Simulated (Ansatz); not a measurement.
# Be (Beryllium): properties at the relaxed cell

The task here is to estimate one member of a computed series from the others.

Program: Ansatz 0.2.0. Level of theory: DFT PBE, scalar-relativistic, plane waves, PAW. These are calculated values, not measurements.

1 further run of the same task is left out (set aside as unsound or not needed).

### Starting point

The structure is hexagonal, space group P6_3/mmc (No. 194). Conventional cell: a = 2.263 Å, b = 2.263 Å, c = 3.567 Å, α = 90.00°, β = 90.00°, γ = 120.00°. Be (site symmetry -6m2) has 12 Be at 2.21 to 2.26 Å as nearest neighbours.

As a file:

```
CELL_PARAMETERS angstrom
2.26270 0.00000 0.00000
-1.13135 1.95955 0.00000
0.00000 0.00000 3.56674
ATOMIC_POSITIONS crystal
Be 0.33333 0.66667 0.25000
Be 0.66667 0.33333 0.75000
```

It is the result of an earlier relaxation at this level (volume 7.91 Å³/atom; gap on the mesh: none (metal)).

Set-up of the first run:

input.yaml

```yaml
crystal:
  lattice:
    - [2.2398410575, 0.0, 0.0]
    - [-1.1199205288, 1.9397592563, 0.0]
    - [0.0, 0.0, 3.5307082032]
  atoms:
    - { symbol: Be, position: [0.3333333333, 0.6666666667, 0.25] }
    - { symbol: Be, position: [0.6666666667, 0.3333333333, 0.75] }
basis:
  ecutwfc: 420
kpoints:
  mp_grid: { grid: [21, 21, 12] }
hamiltonian:
  xc: pbe
scf:
  occupations: { method: gaussian, width: 0.1 }
output:
  forces: true
  stress: true
  eigenvalues: true
relax:
  adjacent_minimum: "off"
  f_tol: 0.01
  max_steps: 30
  cell: { stress_tol: 0.1, fix: [volume] }
```

Launch:

```bash
ansatz run input.yaml --threads 1 --pin off --max-ram 2560MiB --backend cpu --events-out ev --progress --plain --runs-dir out
```

Steps of the session up to this table: The cell scaled to 0.97 of its volume; Point at V/V0 = 1.03; Volume × 0.94; The cell scaled to 1.06 of its volume; Volume × 0.91; Point at V/V0 = 1.10; Volume × 0.88.

One of the session's tables, all rows but one given; the rest of the session is left out.

It belongs to the step «Fit of the equation of state». 

```
volume (Å³/atom)  energy above the lowest point (meV/atom)  pressure (GPa)
           6.958                                      52.2           19.38
           7.196                                      28.0           13.52
           7.433                                         ?               ?
           7.670                                       2.8            3.92
           7.907                                       0.0           -0.01
           8.144                                       2.6           -3.46
           8.382                                      10.1           -6.49
           8.698                                      26.4           -9.98
```

**Question.** Estimate the row for volume (Å³/atom) = 7.433.

Worked estimate for «energy above the lowest point (meV/atom)». A straight line through the neighbours (7.196, 28.0) and (7.670, 2.8) gives 28.0 + (2.8 − 28.0) × (7.433 − 7.196) / (7.670 − 7.196) = 15.4; a parabola fitted to 4 rows on both sides gives 11.9.

**Answer.** energy above the lowest point (meV/atom): 11.9; pressure (GPa): 8.40. In «energy above the lowest point (meV/atom)» the line misses by +3.5 and the parabola by 0.0.
